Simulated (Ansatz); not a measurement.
Write a Python script for Ansatz 0.2.0, Python API that makes the interaction energy of a dimer with the counterpoise correction of B₂ClH₃, SMILES BBCl. Settings (for the species named): Hartree-Fock, cc-pVDZ basis, multiplicity 1.

```xyz
6

B    -0.2601   -0.0028   -0.8262
B     0.4093   -0.0803    0.6472
Cl   -0.6252    0.1162    2.1668
H     0.4116   -0.0705   -1.8225
H    -1.4663    0.2434   -0.9358
H     1.5727   -0.2701    0.7244
```

Script `dimer.py`:
```python
'''Binding of a B2ClH3 dimer at a trial geometry.'''

import ansatz as az

FIRST = [
    ('B', (-0.2671, 0.0079, -0.8185)),
    ('B', (0.4023, -0.0696, 0.6549)),
    ('Cl', (-0.6322, 0.1269, 2.1745)),
    ('H', (0.4046, -0.0598, -1.8148)),
    ('H', (-1.4733, 0.2541, -0.9281)),
    ('H', (1.5657, -0.2594, 0.7321)),
]
SECOND = [
    ('B', (0.4623, -2.9483, -2.4147)),
    ('B', (1.7718, -3.3446, -1.5469)),
    ('Cl', (3.4249, -3.5187, -2.3563)),
    ('H', (-0.6284, -2.8897, -1.9095)),
    ('H', (0.5602, -2.8133, -3.6394)),
    ('H', (1.6433, -3.5142, -0.3849)),
]

def energy(atoms, ghosts=()):
    molecule = az.Crystal.molecule()
    for symbol, xyz in atoms:
        molecule = molecule.atom(symbol, xyz)
    calc = (
        molecule.calculation()
        .basis(gaussian='cc-pVDZ')
        .functional('HF')
    )
    deck = calc.input()
    if ghosts:
        deck = deck.set(az.key.basis.gaussian.ghost_atoms, [{'symbol': s, 'position_ang': list(xyz)} for s, xyz in ghosts])
    return az.Session.from_dict(deck).plan().execute().report['free_energy_ev']

# monomers in their own basis and in the basis of the dimer
both = energy(FIRST + SECOND)
alone = energy(FIRST) + energy(SECOND)
ghosted = energy(FIRST, SECOND) + energy(SECOND, FIRST)
print(f'dimer {both:.6f} eV')
print(f'interaction, uncorrected   {(both - alone):8.3f} eV')
print(f'interaction, counterpoise  {(both - ghosted):8.3f} eV')
print(f'basis-set superposition    {(alone - ghosted):8.3f} eV')
```

`python dimer.py` gives:
```text
dimer -27787.976164 eV
interaction, uncorrected      0.018 eV
interaction, counterpoise     0.025 eV
basis-set superposition       0.007 eV
```

Uncorrected it is 0.018 eV, with the counterpoise correction 0.025 eV; the difference, 0.01 eV, is the superposition error. In this basis both values are repulsive.

What to keep in mind:
- Total energies depend on the basis set; only differences at equal settings carry meaning.
- The dimer is a generated trial pose of unrelaxed monomers, not a minimum, so the figure is no binding energy, and the basis set is small.
- Hartree-Fock leaves correlation out, so bond, atomisation and ionisation energies come out well too low.
- This level lacks the dispersion part of the attraction (electrostatics and induction are there), which can decide the sign where the interaction is weak.
- Run time: 5.6 s on 1 thread of Arm Neoverse V1 (shared host), peak memory 0.29 GiB.

(Lines on the test bed's own set-up are left out of the output.)
